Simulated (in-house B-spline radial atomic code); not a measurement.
# Pr in a hard spherical wall

Aim: energy and levels of Pr squeezed by an impenetrable sphere of shrinking radius. More than one configuration is followed.

Program: in-house B-spline radial atomic code version 1. Level of theory: Dirac-Hartree-Fock, average of configuration, Fermi nucleus, basis-set limit. These are calculated values, not measurements, unless marked.

## Step 1: Starting point

- element: praseodymium (Z = 59)
- charge: 0
- electrons: 59
- configuration: [Xe] 4f3 6s2
- Hamiltonian: Dirac-Coulomb
- nucleus: Fermi, rms radius 4.892 fm

The outer shells:

[Xe] 4f3 6s2
```
[Xe] core
4f [↑ ][↑ ][↑ ][  ][  ][  ][  ]
6s [↑↓]
```

The boxes draw the filling by Hund's rule, which heavy ions in jj coupling don't follow; these runs average over all states of the configuration.

The run's settings:

```ini
Z = 59
electrons = 59.0
configuration = [Xe] 4f3 6s2
hamiltonian = dirac
method = hf
spin_polarised = False
nucleus = fermi
rms_radius = 4.8919
mass_number = 141
atomic_mass = 140.907659604
speed_of_light = 137.035999084
```

The reference is known from an earlier run: -9238.151357 hartree in all. Up to eight levels, counted from the top:

| orbital | occupation | energy (eV) | <r> (bohr) |
| --- | --- | --- | --- |
| 4d3/2 | 4 | -129.52 | 0.7234 |
| 4d5/2 | 6 | -125.74 | 0.7334 |
| 5s1/2 | 2 | -49.064 | 1.532 |
| 5p1/2 | 2 | -29.243 | 1.725 |
| 5p3/2 | 4 | -26.249 | 1.810 |
| 4f5/2 | 1.28571 | -9.089 | 1.087 |
| 4f7/2 | 1.71429 | -8.782 | 1.100 |
| 6s1/2 | 2 | -4.674 | 4.834 |

## Step 2: Wall at 9.1 bohr, configuration [Xe] 4f3 6s2

The run's settings:

```ini
Z = 59
electrons = 59.0
configuration = [Xe] 4f3 6s2
hamiltonian = dirac
method = hf
spin_polarised = False
nucleus = fermi
rms_radius = 4.8919
mass_number = 141
atomic_mass = 140.907659604
speed_of_light = 137.035999084
wall_radius = 9.1
```

## Step 3: Wall at 3.61 bohr, configuration [Xe] 4f3 6s2

Changes to the settings of step 2:

```diff
@@ -11,2 +11,2 @@
 speed_of_light = 137.035999084
-wall_radius = 9.1
+wall_radius = 3.61
```

## Step 4: Wall at 1.77 bohr, configuration [Xe] 4f3 6s2

Changes to the settings of step 3:

```diff
@@ -11,2 +11,2 @@
 speed_of_light = 137.035999084
-wall_radius = 3.61
+wall_radius = 1.77
```

## Step 5: Wall at 9.1 bohr, configuration [Kr] 4d9 4f4 5s2 5p6 6s2

The run's settings:

```ini
Z = 59
electrons = 59.0
configuration = [Kr] 4d9 4f4 5s2 5p6 6s2
hamiltonian = dirac
method = hf
spin_polarised = False
nucleus = fermi
rms_radius = 4.8919
mass_number = 141
atomic_mass = 140.907659604
speed_of_light = 137.035999084
wall_radius = 9.1
```

## Step 6: Wall at 3.61 bohr, configuration [Kr] 4d9 4f4 5s2 5p6 6s2

Changes to the settings of step 5:

```diff
@@ -11,2 +11,2 @@
 speed_of_light = 137.035999084
-wall_radius = 9.1
+wall_radius = 3.61
```

## Step 7: Wall at 1.77 bohr, configuration [Kr] 4d9 4f4 5s2 5p6 6s2

Changes to the settings of step 6:

```diff
@@ -11,2 +11,2 @@
 speed_of_light = 137.035999084
-wall_radius = 3.61
+wall_radius = 1.77
```

## Step 8: Wall at 9.1 bohr, configuration [Kr] 4d10 4f3 5s2 5p5 6s2 6d1

The run's settings:

```ini
Z = 59
electrons = 59.0
configuration = [Kr] 4d10 4f3 5s2 5p5 6s2 6d1
hamiltonian = dirac
method = hf
spin_polarised = False
nucleus = fermi
rms_radius = 4.8919
mass_number = 141
atomic_mass = 140.907659604
speed_of_light = 137.035999084
wall_radius = 9.1
```

## Step 9: Wall at 3.61 bohr, configuration [Kr] 4d10 4f3 5s2 5p5 6s2 6d1

Changes to the settings of step 8:

```diff
@@ -11,2 +11,2 @@
 speed_of_light = 137.035999084
-wall_radius = 9.1
+wall_radius = 3.61
```

## Step 10: Wall at 1.77 bohr, configuration [Kr] 4d10 4f3 5s2 5p5 6s2 6d1

Changes to the settings of step 9:

```diff
@@ -11,2 +11,2 @@
 speed_of_light = 137.035999084
-wall_radius = 3.61
+wall_radius = 1.77
```

**Question.** What do the energy and the highest level do as the wall closes in, and which configuration is lower at each radius?

**Answer**, as computed:

| configuration | radius (bohr) | energy above the free system (eV) | highest level (eV) |
| --- | --- | --- | --- |
| [Xe] 4f3 6s2 | 9.1 | 0.431 | -4.258 (6s1/2) |
| [Xe] 4f3 6s2 | 3.61 | 57.249 | 23.376 (6s1/2) |
| [Xe] 4f3 6s2 | 1.77 | 1252.46 | 341.99 (6s1/2) |
| [Kr] 4d9 4f4 5s2 5p6 6s2 | 9.1 | 114.77 | -4.274 (6s1/2) |
| [Kr] 4d9 4f4 5s2 5p6 6s2 | 3.61 | 170.93 | 23.094 (6s1/2) |
| [Kr] 4d9 4f4 5s2 5p6 6s2 | 1.77 | 1369.24 | 341.25 (6s1/2) |
| [Kr] 4d10 4f3 5s2 5p5 6s2 6d1 | 9.1 | 27.325 | 1.850 (6d5/2) |
| [Kr] 4d10 4f3 5s2 5p5 6s2 6d1 | 3.61 | 130.50 | 58.510 (6d5/2) |
| [Kr] 4d10 4f3 5s2 5p5 6s2 6d1 | 1.77 | 1591.25 | 438.52 (6d5/2) |

**Reading.** For [Xe] 4f3 6s2 the energy above the free reference is 0.431 eV at 9.1 bohr and 1252.46 eV at 1.77 bohr. Its highest level passes zero between 9.1 and 3.61 bohr; in smaller spheres the level is positive, pushed up by confinement, and the wall keeps the electron in. Of [Xe] 4f3 6s2 and [Kr] 4d9 4f4 5s2 5p6 6s2, the first stays lower at every radius that both share. At 1.77 bohr the lowest of all 3 is [Xe] 4f3 6s2. A hard wall is a crude model of an atom's surroundings.
